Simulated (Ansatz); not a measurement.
Ta3AsAu2O13:

```xyz
19
Lattice="5.7238 -0.0075 -0.0040 1.3028 6.2550 0.0056 0.2757 1.3007 8.3675" Properties=species:S:1:pos:R:3 pbc="T T T"
Ta    1.8016    2.6675    4.8901
Ta    0.6106    1.9943    8.3559
Ta    4.2828    4.5395    4.2252
As    4.7578    6.6860    6.9518
Au    3.4916    0.8150    1.5556
Au    1.4492    5.7148    3.7432
O     4.8936    5.2811    5.9496
O     3.3221    1.7411    5.8246
O     6.2809    6.7422    7.6940
O     3.3672    6.6706    7.9235
O     4.5687    1.8638    0.2577
O     1.7240    1.5064    0.9269
O     0.9962    1.2256    4.1088
O     3.3758    2.9946    3.6400
O     0.9058    2.6910    6.5776
O     6.1615    3.9169    3.8186
O     4.0664    5.7780    2.9290
O     2.4385    4.7506    5.2300
O     6.5613    6.2408    1.8957
```

The cell was built by a generator and needn't be a form met in nature.

Base run:

```yaml
Program: Ansatz 0.2.0
Functional: PBE
Potentials_or_basis: Ansatz PAW
Cutoff: "420 eV (not typed: the program's choice for these potentials)"
k_mesh: 5 × 5 × 4
Occupations: fermi-dirac, width 0.05 eV
Spin: no spin polarisation
```

Its results: band gap on the k mesh 1.30 eV, indirect (least direct gap 1.36 eV); pressure 0.0 GPa; largest force 0.012 eV/Å.

**Question.** The run is repeated on the same cell with these changes: hubbard terms from none to Au d U = 8 eV, Ta d U = 8 eV; hubbard projectors from none to ortho-atomic (the default). What comes out?

**Answer.** Band gap on the k mesh 1.41 eV, direct; pressure 3.2 GPa; largest force 0.508 eV/Å.

The U term pushes filled and empty states of the shell apart.

Caveats: odd divisions of the mesh miss points on the zone boundary, where band edges often lie, so the gap on the mesh can be too wide; spin-orbit coupling is left out, which moves the levels of the heavy elements.

A k mesh can miss the band edges.
